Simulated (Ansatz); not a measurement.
**CH7Cl2GeNSi: up Jacob's ladder to CCSD(T)**

An exercise on one series of results from a longer session: the logs are not shown, and one member is left open.

Program: Ansatz 0.2.0, Gaussian basis. Level of theory: functionals in def2-TZVPP, the program's frozen cores in correlated methods. These are calculated values, not measurements.

Plan: PBE-D4, r2SCAN-D4, PBE0-D4, B3LYP-D4, ωB97X-V, ωB97M-V, B2PLYP; CCSD(T)/def2-TZVPP; MP2/def2-QZVPP; extrapolation to the limit.

## The relaxed structure

An earlier PBE0-D4 in a triple-zeta def2 set relaxation fixed the geometry.

SMILES `C[N]([SiH2]Cl)[GeH2][Cl]`, 13 atoms, charge 0, spin multiplicity 1.

Atoms are counted from 1 here; the program's logs count them from 0.

Bond lengths: C1–N2 1.462 Å, C1–H7 1.095 Å, C1–H8 1.094 Å, C1–H9 1.093 Å, N2–Si3 1.705 Å, N2–Ge5 1.828 Å, Si3–Cl4 2.067 Å, Si3–H10 1.480 Å, Si3–H11 1.479 Å, Ge5–Cl6 2.161 Å, Ge5–H12 1.533 Å, Ge5–H13 1.528 Å. Angles: N2–C1–H7 112.1°, N2–C1–H8 110.9°, N2–C1–H9 110.3°, H7–C1–H8 108.5°, H7–C1–H9 107.7°, H8–C1–H9 107.2°, C1–N2–Si3 119.8°, C1–N2–Ge5 116.6°, Si3–N2–Ge5 123.3°, N2–Si3–Cl4 112.8°, N2–Si3–H10 109.9°, N2–Si3–H11 108.4°, Cl4–Si3–H10 105.3°, Cl4–Si3–H11 107.0°, H10–Si3–H11 113.5°, N2–Ge5–Cl6 107.6°, N2–Ge5–H12 110.5°, N2–Ge5–H13 109.3° and more.

The first run:

Input file in.yaml:

```yaml
crystal:
  periodic: [false, false, false]
  atoms:
    - {symbol: C, position_ang: [-0.659041, 0.390065, -1.322989]}
    - {symbol: N, position_ang: [0.016374, 0.077037, -0.065046]}
    - {symbol: Si, position_ang: [1.719743, 0.035899, -0.006026]}
    - {symbol: Cl, position_ang: [2.512504, -1.653987, -0.894683]}
    - {symbol: Ge, position_ang: [-1.048419, -0.436028, 1.329238]}
    - {symbol: Cl, position_ang: [-2.208602, 1.283997, 1.932131]}
    - {symbol: H, position_ang: [-1.049512, -0.506813, -1.814845]}
    - {symbol: H, position_ang: [-1.487332, 1.084667, -1.157922]}
    - {symbol: H, position_ang: [0.034873, 0.873095, -2.016075]}
    - {symbol: H, position_ang: [2.278207, 1.175682, -0.767809]}
    - {symbol: H, position_ang: [2.137953, 0.014506, 1.411935]}
    - {symbol: H, position_ang: [-2.075914, -1.475776, 0.866423]}
    - {symbol: H, position_ang: [-0.170823, -0.862343, 2.505668]}
basis:
  gaussian: {orbitals: def2-TZVPP}
hamiltonian: {xc: pbe, dispersion: d4}
output: {forces: true, orbitals: {seedname: orbitals}}
```

Started as:

```console
> ansatz run in.yaml --threads 2 --pin off --events-out ev --progress --plain --max-ram 31744MiB --backend cuda --devices 0, --max-vram 18GiB
```

Steps of the session up to this table: PBE-D4 (GGA); r2SCAN-D4 (meta-GGA); PBE0-D4 (hybrid); B3LYP-D4 (hybrid); ωB97X-V (range-separated); ωB97M-V (range-separated); B2PLYP (double hybrid); CCSD(T) in def2-TZVPP; MP2 in def2-QZVPP.

One of the session's tables, all rows but one given; the rest of the session is left out.

```
            method  atomisation energy (eV)
            PBE-D4                   44.618
         r2SCAN-D4                   44.328
           PBE0-D4                   44.159
          B3LYP-D4                   44.106
           ωB97X-V                        ?
           ωB97M-V                   44.411
            B2PLYP                   43.620
     HF/def2-TZVPP                   32.217
    MP2/def2-TZVPP                   43.778
   CCSD/def2-TZVPP                   42.581
CCSD(T)/def2-TZVPP                   43.244
           MP2/CBS                   44.974
       CCSD(T)/CBS                   44.440
```

**Question.** Estimate the row for ωB97X-V.

As computed: atomisation energy (eV): 44.667. In the column «atomisation energy (eV)» it lies between PBE-D4 (44.618) and MP2/CBS (44.974).
